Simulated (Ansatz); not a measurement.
# Rb3Ba (I4/mmm) in Ansatz: equation of state

How stiff is Rb3Ba in PBE, and what volume does it want? The cell is scaled to several volumes.

All numbers are computed with Ansatz 0.2.0; they aren't measurements. Logs are shortened: lines on timing, memory, paths and dates and some standing lists are left out, and cuts for length are marked.

## (1) The crystal as given

It takes space group I4/mmm (No. 139, tetragonal). Conventional cell: a = 6.743 Å, b = 6.743 Å, c = 14.743 Å, α = 90.00°, β = 90.00°, γ = 90.00°.

The cell comes from a database or a generator and needn't be the stable form of this composition.

## (2) Single point, PBE, 78.76 Å³/atom (volume scaled by 0.94)

input.yaml reads:

```yaml
crystal:
  lattice:
    - [-3.3026344025, 3.3026344025, 7.2208701033]
    - [3.3026344025, -3.3026344025, 7.2208701033]
    - [3.3026344025, 3.3026344025, -7.2208701033]
  atoms:
    - { symbol: Ba, position: [0.0, 0.0, 0.0] }
    - { symbol: Rb, position: [0.5, 0.5, 0.0] }
    - { symbol: Rb, position: [0.25, 0.75, 0.5] }
    - { symbol: Rb, position: [0.75, 0.25, 0.5] }
hamiltonian:
  xc: pbe
  pseudopotentials: { kind: paw }
kpoints:
  mp_grid: { grid: [6, 6, 6] }
scf:
  occupations: { method: fermi_dirac, width: 0.05 }
output:
  forces: true
  stress: true
  eigenvalues: true
  write_density: true
  write_potential: true
  elf: true
  volumetric_format: npy
```

Potentials or basis: Ansatz PAW.

Run with:

```sh
ansatz run input.yaml --threads 2 --pin off --max-ram 5120MiB --backend cpu --events-out ev --progress --plain --runs-dir out
```

The program printed:

```text
Warning: RAYON_NUM_THREADS=2 ignored (pool sized by the plan → 2); use --threads N
Engine: ansatz 0.2.0, x86_64-unknown-linux-gnu
Pseudopotentials: kind: paw
Pseudopotential: Ba, paw, valence charge 10, recommended cutoff 420 eV (normal), Ba.paw.azcp
Pseudopotential: Rb, paw, valence charge 9, recommended cutoff 420 eV (normal), Rb.paw.azcp
Functional definition: PBE
  parameter kappa = 0.804
  parameter beta = 0.06672455060314922
  exchange = pbe_x(kappa = kappa, mu = beta*pi^2/3)
  correlation = pbe_c(beta = beta)
Crystal: 4 atoms, lattice volume = 315.044 Å³
Basis set: ecut = 420 eV, 6185 PW (Γ), exchange–correlation on 120×120×120 points (8 copies of the dense FFT grid, shifted against one another)
Bands: 23, of which v1, the nominal top of the filled ones, is band 19 counted from 1 (18 counted from 0)
Symmetry: 16 space group operations
Space group: I4/mmm (ITA 139), of the structure as read, at distance tolerance 6.8e-5 Å
k-points: 30 of 216
Non-local potential: Ba, projectors of the file, l = 0: 3, l = 1: 2, l = 2: 2, l = 3: 2
Non-local potential: Rb, projectors of the file, l = 0: 3, l = 1: 2, l = 2: 2
PAW form: soft (Blöchl's): semilocal exchange-correlation on the pseudo side does not see the compensation charge
PAW one-centre angular grid: Ba, 194 points (default); XC on 64 Gauss nodes
PAW one-centre angular grid: Rb, 110 points (default); XC on 64 Gauss nodes
Initial density: superposition of atomic densities (neutral atoms: chi_scale 0, normalization atom), corrected by the library's trained network
Initial wavefunctions: pseudopotential atomic-orbital guess
Functional: x = pbe(κ = 0.804, μ = 0.2195149727645171), c = pbe(β = 0.06672455060314922)
SCF iter   1: F=—  HF=-15751.048531 eV  |F-HF|=—  |Δ(HF+E_count)|=         —  Δρ=7.41e-4  dr2=3.35e-3  ethr=1.77e-3  ⟨swp⟩=8.5  Hψ=3734  notcnv=0
preconditioner: auto → Kerker (q_TF=auto, 1.909 Å⁻¹)  [metal: Δε(μ)=0.021 eV  Ē_g=1.367 eV  σ=0.050 eV  W_gap=0.11  n_scr=36 (ndim 8)  ℏωp=4.7 eV  f_vac=0.000  D(μ)=6.43/eV (n_scr^D=36)]
SCF iter   2: F=—  HF=-15751.050381 eV  |F-HF|=—  |Δ(HF+E_count)|=   1.85e-3  Δρ=4.46e-4  dr2=1.30e-3  ethr=9.06e-6  ⟨swp⟩=2.6  Hψ=1615  notcnv=0
SCF iter   3: F=—  HF=-15751.050473 eV  |F-HF|=—  |Δ(HF+E_count)|=   9.26e-5  Δρ=1.56e-4  dr2=2.66e-4  ethr=3.50e-6  ⟨swp⟩=2.3  Hψ=914  notcnv=0
SCF iter   4: F=—  HF=-15751.050440 eV  |F-HF|=—  |Δ(HF+E_count)|=   3.37e-5  Δρ=1.04e-4  dr2=7.20e-5  ethr=7.19e-7  ⟨swp⟩=2.0  Hψ=774  notcnv=0
SCF iter   5: F=—  HF=-15751.050288 eV  |F-HF|=—  |Δ(HF+E_count)|=   1.51e-4  Δρ=1.83e-5  dr2=3.48e-6  ethr=1.95e-7  ⟨swp⟩=2.2  Hψ=972  notcnv=0
SCF iter   6: F=—  HF=-15751.050289 eV  |F-HF|=—  |Δ(HF+E_count)|=   2.59e-7  Δρ=5.86e-6  dr2=5.66e-7  ethr=9.40e-9  ⟨swp⟩=2.3  Hψ=983  notcnv=0
SCF iter   7: F=-15751.050288 eV  HF=-15751.050288 eV  |F-HF|=7.23e-9  |Δ(HF+E_count)|=   1.05e-7  Δρ=2.00e-6  dr2=3.73e-8  ethr=2.70e-10  ⟨swp⟩=12.6  Hψ=5555  notcnv=0
SCF 1 converged in 7 iterations: F = -15751.050288 eV  dr2 = 3.73e-8
SCF converged after 7 iterations
Free energy (F): -15751.050288 eV
Harris-Foulkes:  -15751.050288 eV  (|F-HF|=7.23e-9)
Internal energy: -15750.999527 eV  (E = F + TS)
E sigma→0 (E₀):  -15751.024908 eV
Entropy (-TS):   -0.050762 eV (-12.690 meV/atom)
Fermi energy:    2.963874 eV
--- Per-component energies (eV) ---
  E_band       = -442.503961
  E_kinetic    = 738.089332
  E_local      = -2469.659584  (includes V_loc(G=0)·N_el)
  E_nonlocal   = 578.052258
  E_hartree    = 698.072873
  E_xc         = -553.874097
  E_vxc        = -538.465561  (∫ρ·V_xc dr)
  E_paw        = -13079.849470  (= ΣΔE_a)
  E_vpaw       = -146.664896  (= ΣTr[D̂ρ^β])
  E_aug_tail   = -0.000004  (compensation charges beyond the density's cutoff)
  E_ewald      = -1661.830834
  E_smearing   = -0.050762  (= −TS)
  E_closure    = -0.000000  (closes the sum)
  Σ components = -15751.050288   (vs F -15751.050288, Δ=0.00e0)
--- Forces (eV/Å), atoms counted from 1 ---
  atom   1  Ba     0.00000000     0.00000000     0.00000000
  atom   2  Rb    -0.00000000     0.00000000     0.00000000
  atom   3  Rb     0.00000000     0.00000000     0.00000000
  atom   4  Rb     0.00000000     0.00000000     0.00000000
  max |Σ_I F_I| component: 1.97e-31 eV/Å
--- Stress (GPa, compression-positive) ---
        0.262542       0.000000       0.000000
        0.000000       0.262542       0.000000
       -0.000000      -0.000000       0.196104
  P = ⅓ Tr σ = 0.2404 GPa (2.404 kbar)
--- Band table (eV; the first three rows and the last of 30) ---
  k-point 0: bands = ["-26.9722", "-25.5810", "-25.5732", "-25.5060", "-12.1052", "-12.0936", "-12.0936", "-9.7344", "-9.7344", "-9.7012", "-9.6508", "-9.6434", "-9.6434", "-9.5997", "-9.5997", "-9.5875", "0.7017", "2.9303", "3.2035", "3.8054", "3.8054", "3.8610", "4.0170"]
  k-point 1: bands = ["-26.9722", "-25.5800", "-25.5741", "-25.5061", "-12.1050", "-12.0945", "-12.0936", "-9.7415", "-9.7082", "-9.6917", "-9.6684", "-9.6611", "-9.6380", "-9.6055", "-9.5955", "-9.5905", "0.9531", "3.1394", "3.2952", "3.4655", "3.7008", "3.7157", "3.9737"]
  k-point 2: bands = ["-26.9721", "-25.5780", "-25.5760", "-25.5061", "-12.1047", "-12.0961", "-12.0950", "-9.7528", "-9.7220", "-9.6750", "-9.6732", "-9.6548", "-9.6311", "-9.6086", "-9.5990", "-9.5898", "1.6433", "2.9640", "3.0112", "3.5111", "3.5455", "3.6478", "3.7654"]
  k-point 29: bands = ["-26.9722", "-25.5809", "-25.5732", "-25.5061", "-12.1044", "-12.0938", "-12.0938", "-9.7382", "-9.7382", "-9.6763", "-9.6499", "-9.6375", "-9.6375", "-9.6166", "-9.6011", "-9.6011", "1.4458", "1.7831", "2.9299", "3.2688", "3.7586", "3.7586", "3.9768"]
```

Run time: 18 s. Hardware: 2 threads of Intel Xeon at 2.50GHz (Skylake/Cascade Lake), shared host; peak memory 0.67 GiB.

What came out:

| Quantity | Value |
| --- | --- |
| Free energy | -15751.0503 eV |
| Pressure | 0.2 GPa |
| Band gap on the k mesh | none (metal or under the smearing width) |

## (3) Single point, PBE, 80.44 Å³/atom (volume scaled by 0.96)

Edit input.yaml of step 2 so:

```diff
@@ -2,5 +2,5 @@
   lattice:
-    - [-3.3026344025, 3.3026344025, 7.2208701033]
-    - [3.3026344025, -3.3026344025, 7.2208701033]
-    - [3.3026344025, 3.3026344025, -7.2208701033]
+    - [-3.3258931576, 3.3258931576, 7.2717229767]
+    - [3.3258931576, -3.3258931576, 7.2717229767]
+    - [3.3258931576, 3.3258931576, -7.2717229767]
   atoms:
@@ -21,5 +21 @@
   eigenvalues: true
-  write_density: true
-  write_potential: true
-  elf: true
-  volumetric_format: npy
```

Potentials or basis: Ansatz PAW.

Run with:

```sh
ansatz run input.yaml --threads 2 --pin off --max-ram 5120MiB --backend cpu --events-out ev --progress --plain --runs-dir out
```

Wall time 15 s (2 threads of Intel Xeon at 2.50GHz (Skylake/Cascade Lake), shared host); peak memory 0.67 GiB.

The run converged. Its results:

| Item | Value |
| --- | --- |
| Free energy | -15751.0584 eV |
| Pressure | 0.1 GPa |
| Band gap on the k mesh | none (metal or under the smearing width) |

## (4) Single point, PBE, 82.11 Å³/atom (volume scaled by 0.98)

Edit input.yaml of step 3 so:

```diff
@@ -2,5 +2,5 @@
   lattice:
-    - [-3.3258931576, 3.3258931576, 7.2717229767]
-    - [3.3258931576, -3.3258931576, 7.2717229767]
-    - [3.3258931576, 3.3258931576, -7.2717229767]
+    - [-3.3488310766, 3.3488310766, 7.3218743751]
+    - [3.3488310766, -3.3488310766, 7.3218743751]
+    - [3.3488310766, 3.3488310766, -7.3218743751]
   atoms:
```

Potentials or basis: Ansatz PAW.

Run with:

```sh
ansatz run input.yaml --threads 2 --pin off --max-ram 5120MiB --backend cpu --events-out ev --progress --plain --runs-dir out
```

The program printed:

```text
Warning: RAYON_NUM_THREADS=2 ignored (pool sized by the plan → 2); use --threads N
Engine: ansatz 0.2.0, x86_64-unknown-linux-gnu
Pseudopotentials: kind: paw
Pseudopotential: Ba, paw, valence charge 10, recommended cutoff 420 eV (normal), Ba.paw.azcp
Pseudopotential: Rb, paw, valence charge 9, recommended cutoff 420 eV (normal), Rb.paw.azcp
Functional definition: PBE
  parameter kappa = 0.804
  parameter beta = 0.06672455060314922
  exchange = pbe_x(kappa = kappa, mu = beta*pi^2/3)
  correlation = pbe_c(beta = beta)
Crystal: 4 atoms, lattice volume = 328.450 Å³
[... 44 lines left out ...]
  Σ components = -15751.062868   (vs F -15751.062868, Δ=0.00e0)
--- Forces (eV/Å), atoms counted from 1 ---
  atom   1  Ba    -0.00000000    -0.00000000     0.00000000
  atom   2  Rb    -0.00000000    -0.00000000     0.00000000
  atom   3  Rb    -0.00000000    -0.00000000     0.00000000
  atom   4  Rb     0.00000000    -0.00000000    -0.00000000
  max |Σ_I F_I| component: 4.34e-19 eV/Å
--- Stress (GPa, compression-positive) ---
        0.086493      -0.000000      -0.000000
       -0.000000       0.086493       0.000000
       -0.000000      -0.000000       0.023271
  P = ⅓ Tr σ = 0.0654 GPa (0.654 kbar)
--- Band table (eV; the first three rows and the last of 30) ---
  k-point 0: bands = ["-27.2468", "-25.8148", "-25.8084", "-25.7415", "-12.3721", "-12.3630", "-12.3630", "-9.9587", "-9.9587", "-9.9262", "-9.8839", "-9.8782", "-9.8782", "-9.8333", "-9.8333", "-9.8245", "0.5406", "2.7432", "3.0122", "3.5753", "3.5753", "3.6448", "3.7756"]
  k-point 1: bands = ["-27.2468", "-25.8140", "-25.8092", "-25.7415", "-12.3720", "-12.3636", "-12.3630", "-9.9645", "-9.9358", "-9.9184", "-9.9006", "-9.8920", "-9.8741", "-9.8374", "-9.8300", "-9.8270", "0.7820", "2.9444", "3.0904", "3.2476", "3.4705", "3.4844", "3.7294"]
  k-point 2: bands = ["-27.2468", "-25.8124", "-25.8108", "-25.7415", "-12.3717", "-12.3649", "-12.3641", "-9.9740", "-9.9475", "-9.9037", "-9.9028", "-9.8893", "-9.8685", "-9.8399", "-9.8340", "-9.8252", "1.4476", "2.7643", "2.7955", "3.2753", "3.3201", "3.4156", "3.5353"]
  k-point 29: bands = ["-27.2468", "-25.8147", "-25.8084", "-25.7415", "-12.3715", "-12.3631", "-12.3631", "-9.9618", "-9.9618", "-9.9057", "-9.8832", "-9.8742", "-9.8742", "-9.8482", "-9.8339", "-9.8339", "1.2504", "1.5940", "2.7523", "3.0794", "3.5513", "3.5513", "3.7504"]
```

Wall time 15 s (2 threads of Intel Xeon at 2.50GHz (Skylake/Cascade Lake), shared host); peak memory 0.68 GiB.

What came out:

* Free energy: -15751.0629 eV
* Pressure: 0.1 GPa
* Band gap on the k mesh: none (metal or under the smearing width)

## (5) Single point, PBE, 83.79 Å³/atom

Edit input.yaml of step 4 so:

```diff
@@ -2,5 +2,5 @@
   lattice:
-    - [-3.3488310766, 3.3488310766, 7.3218743751]
-    - [3.3488310766, -3.3488310766, 7.3218743751]
-    - [3.3488310766, 3.3488310766, -7.3218743751]
+    - [-3.371459, 3.371459, 7.371348]
+    - [3.371459, -3.371459, 7.371348]
+    - [3.371459, 3.371459, -7.371348]
   atoms:
```

Run with:

```sh
ansatz run input.yaml --threads 2 --pin off --max-ram 5120MiB --backend cpu --events-out ev --progress --plain --runs-dir out
```

Wall time 16 s (2 threads of Intel Xeon at 2.50GHz (Skylake/Cascade Lake), shared host); peak memory 0.68 GiB.

Results (log left out):

* Free energy: -15751.0640 eV
* Pressure: 0.0 GPa
* Band gap on the k mesh: none (metal or under the smearing width)

## (6) Single point, PBE, 85.46 Å³/atom (volume scaled by 1.02)

Edit input.yaml of step 5 so:

```diff
@@ -2,5 +2,5 @@
   lattice:
-    - [-3.371459, 3.371459, 7.371348]
-    - [3.371459, -3.371459, 7.371348]
-    - [3.371459, 3.371459, -7.371348]
+    - [-3.3937871938, 3.3937871938, 7.4201662969]
+    - [3.3937871938, -3.3937871938, 7.4201662969]
+    - [3.3937871938, 3.3937871938, -7.4201662969]
   atoms:
```

Potentials or basis: Ansatz PAW.

Run with:

```sh
ansatz run input.yaml --threads 2 --pin off --max-ram 5120MiB --backend cpu --events-out ev --progress --plain --runs-dir out
```

Run time: 16 s. Hardware: 2 threads of Intel Xeon at 2.50GHz (Skylake/Cascade Lake), shared host; peak memory 0.69 GiB.

Results (log left out):

```yaml
Free_energy: -15751.0620 eV
Pressure: -0.1 GPa
Band_gap_on_the_k_mesh: none (metal or under the smearing width)
```

## (7) Single point, PBE, 87.14 Å³/atom (volume scaled by 1.04)

Edit input.yaml of step 6 so:

```diff
@@ -2,5 +2,5 @@
   lattice:
-    - [-3.3937871938, 3.3937871938, 7.4201662969]
-    - [3.3937871938, -3.3937871938, 7.4201662969]
-    - [3.3937871938, 3.3937871938, -7.4201662969]
+    - [-3.4158253904, 3.4158253904, 7.468350545]
+    - [3.4158253904, -3.4158253904, 7.468350545]
+    - [3.4158253904, 3.4158253904, -7.468350545]
   atoms:
```

Run with:

```sh
ansatz run input.yaml --threads 2 --pin off --max-ram 5120MiB --backend cpu --events-out ev --progress --plain --runs-dir out
```

It took 15 s on 2 threads of Intel Xeon at 2.50GHz (Skylake/Cascade Lake), shared host; peak memory 0.68 GiB.

The run converged. Its results:

```yaml
Free_energy: -15751.0573 eV
Pressure: -0.1 GPa
Band_gap_on_the_k_mesh: none (metal or under the smearing width)
```

## (8) Single point, PBE, 88.82 Å³/atom (volume scaled by 1.06)

Edit input.yaml of step 7 so:

```diff
@@ -2,5 +2,5 @@
   lattice:
-    - [-3.4158253904, 3.4158253904, 7.468350545]
-    - [3.4158253904, -3.4158253904, 7.468350545]
-    - [3.4158253904, 3.4158253904, -7.468350545]
+    - [-3.4375828267, 3.4375828267, 7.5159209393]
+    - [3.4375828267, -3.4375828267, 7.5159209393]
+    - [3.4375828267, 3.4375828267, -7.5159209393]
   atoms:
```

Run with:

```sh
ansatz run input.yaml --threads 2 --pin off --max-ram 5120MiB --backend cpu --events-out ev --progress --plain --runs-dir out
```

It took 16 s on 2 threads of Intel Xeon at 2.50GHz (Skylake/Cascade Lake), shared host; peak memory 0.69 GiB.

Results (log left out):

```
Free energy            : -15751.0500 eV
Pressure               : -0.2 GPa
Band gap on the k mesh : none (metal or under the smearing width)
```

## (9) Equation of state, PBE

Potentials or basis: Ansatz PAW.

No new run: the results of the series are fitted here.

What came out:

* Equilibrium volume: 83.54 Å³/atom
* Bulk modulus at fixed shape and positions: 3.7 GPa
* Pressure derivative of the bulk modulus: 3.4

Energy against volume, from the lowest point:
| volume (Å³/atom) | energy (meV/atom) |
| --- | --- |
| 78.761 | 3.42 |
| 80.437 | 1.39 |
| 82.112 | 0.28 |
| 83.788 | 0.00 |
| 85.464 | 0.49 |
| 87.140 | 1.67 |
| 88.815 | 3.50 |

Caveat: the cell was scaled at fixed shape and fractional positions, which overstates the stiffness of a crystal with free parameters, most of all of layers and chains. The run has no spin-orbit coupling, so splittings on Ba are missing.
